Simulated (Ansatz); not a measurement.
From input file to script: CH4F2GeS, SMILES C[S][GeH]([F])[F] in Ansatz 0.2.0.

```yaml
crystal:
  periodic: [false, false, false]
  atoms:
    - { symbol: C, position_ang: [-1.3931, -0.3982, -0.3676] }
    - { symbol: S, position_ang: [0.0851, -1.3044, -0.6351] }
    - { symbol: Ge, position_ang: [1.3388, 0.2311, 0.3338] }
    - { symbol: F, position_ang: [1.3769, 1.7389, -0.5689] }
    - { symbol: F, position_ang: [3.0317, -0.3528, 0.3837] }
    - { symbol: H, position_ang: [-1.6153, -0.1768, 0.7038] }
    - { symbol: H, position_ang: [-2.2682, -0.9229, -0.7938] }
    - { symbol: H, position_ang: [-1.3375, 0.6419, -0.9067] }
    - { symbol: H, position_ang: [0.8701, 0.4969, 1.8337] }
basis:
  gaussian: { orbitals: def2-SVP }
hamiltonian:
  xc: revpbe0
output:
  forces: true
```

Launched from the shell:
```console
$ ansatz run input.yaml --threads 1 --pin off --max-ram 4096MiB --backend cpu --events-out ev --progress --plain --runs-dir out
Engine: ansatz 0.2.0, x86_64-unknown-linux-gnu
Functional definition: revPBE0
  parameter a = 0.25
  parameter kappa = 1.245
  parameter beta = 0.06672455060314922
  exchange = (1 - a)*pbe_x(kappa = kappa, mu = beta*pi^2/3) + a*exact_x
  correlation = pbe_c(beta = beta)
1081 factors; integrals over basis functions are off by at most 1.2e-3 eV
mean field evaluation 1: about -73862.2291 eV, gradient 5.3e1 eV
mean field evaluation 2: about -73855.2955 eV, gradient 8.5e1 eV
mean field evaluation 4: about -73867.2670 eV, gradient 2.7e0 eV
mean field evaluation 8: about -73867.3815 eV, gradient 1.7e-1 eV
mean field evaluation 16: about -73867.3815 eV, gradient 8.2e-5 eV
mean field -73867.38152851 eV, -2714.5762020632 hartree, gradient 8.2e-5 eV, S^2 0.000000; 0 other end points of the search recorded, 0 dependent functions left out
the calculation of the forces begins
reference -73867.38155867 eV, -2714.5762031714 hartree; 38, 38 occupied and 74, 74 virtual orbitals, 1081 factors
Total energy: -73867.38155867 eV, -2714.5762031714 hartree
Atom 0 at    -1.393100    -0.398200    -0.367600 Å, force    -1.617762     2.992284    -0.393082 eV/Å
Atom 1 at     0.085100    -1.304400    -0.635100 Å, force     1.396041    -0.646722    -0.187829 eV/Å
Atom 2 at     1.338800     0.231100     0.333800 Å, force     1.282447    -0.338682     0.758115 eV/Å
Atom 3 at     1.376900     1.738900    -0.568900 Å, force    -0.047342    -0.590763     0.376555 eV/Å
Atom 4 at     3.031700    -0.352800     0.383700 Å, force    -1.458633     0.575464    -0.124616 eV/Å
Atom 5 at    -1.615300    -0.176800     0.703800 Å, force     0.094532    -0.285790    -0.382712 eV/Å
Atom 6 at    -2.268200    -0.922900    -0.793800 Å, force     0.293564    -0.068212     0.073072 eV/Å
Atom 7 at    -1.337500     0.641900    -0.906700 Å, force    -0.256503    -1.725729     0.811340 eV/Å
Atom 8 at     0.870100     0.496900     1.833700 Å, force     0.313655     0.088150    -0.930842 eV/Å
Dipole moment:    -0.691279    -0.011971     0.237701 e Å
```

`ch4f2ges.py`
```python
"""Electronic structure of the CH4F2GeS molecule."""

import warnings

import ansatz as az
from ase import Atoms
import numpy as np


def main() -> None:
    warnings.simplefilter("ignore", az.DeckWarning)

    atoms = Atoms(["C", "S", "Ge", "F", "F", "H", "H", "H", "H"], positions=[
        [-1.3931, -0.3982, -0.3676],
        [0.0851, -1.3044, -0.6351],
        [1.3388, 0.2311, 0.3338],
        [1.3769, 1.7389, -0.5689],
        [3.0317, -0.3528, 0.3837],
        [-1.6153, -0.1768, 0.7038],
        [-2.2682, -0.9229, -0.7938],
        [-1.3375, 0.6419, -0.9067],
        [0.8701, 0.4969, 1.8337],
    ])
    geometry = az.Crystal.molecule_from_ase(atoms)

    calc = (
        geometry.calculation()
        .basis(gaussian="def2-SVP")
        .functional("REVPBE0")
        .forces()
    )
    summary = calc.session().plan(threads=1).execute().report

    print(f"E = {summary['free_energy_ev']:.6f} eV = {summary['free_energy_ev'] / 27.211386246:.7f} Ha")
    print("converged:", summary["converged"], " doubts:", summary["published_state_doubts"] or "none")

    symbols = [site.symbol for site in geometry.cartesian_sites]
    print("forces (eV/A)")
    for symbol, f in zip(symbols, summary["forces_ev_ang"]):
        print(f"  {symbol:2s} {f[0]:9.4f} {f[1]:9.4f} {f[2]:9.4f}")

    charges = summary["charge_distribution"]
    print("dipole moment", round(4.803205 * float(np.linalg.norm(charges["dipole_moment_e_ang"])), 3), "D")
    print("Mulliken:", [(s, round(q, 3)) for s, q in zip(symbols, charges["mulliken_charges_e"])])


if __name__ == "__main__":
    main()
```

```console
$ python ch4f2ges.py
E = -73867.381559 eV = -2714.5762032 Ha
converged: True  doubts: none
forces (eV/A)
  C    -1.6178    2.9923   -0.3931
  S     1.3960   -0.6467   -0.1878
  Ge    1.2824   -0.3387    0.7581
  F    -0.0473   -0.5908    0.3766
  F    -1.4586    0.5755   -0.1246
  H     0.0945   -0.2858   -0.3827
  H     0.2936   -0.0682    0.0731
  H    -0.2565   -1.7257    0.8113
  H     0.3137    0.0881   -0.9308
dipole moment 3.512 D
Mulliken: [('C', -0.218), ('S', -0.205), ('Ge', 0.965), ('F', -0.389), ('F', -0.399), ('H', 0.095), ('H', 0.105), ('H', 0.113), ('H', -0.066)]
```

Caveats:
- These settings explore the input space; basis and method may be short of convergence.
- The geometry is a force-field or estimated start, not a minimum of this method, and the basis set is short of its limit.
- The whole script took 4.9 s on 1 thread of Intel(R) Xeon(R) Platinum 8488C (Sapphire Rapids), with other jobs on the host, peak memory 0.33 GiB.

(Lines on the test bed's own set-up are left out of the output.)
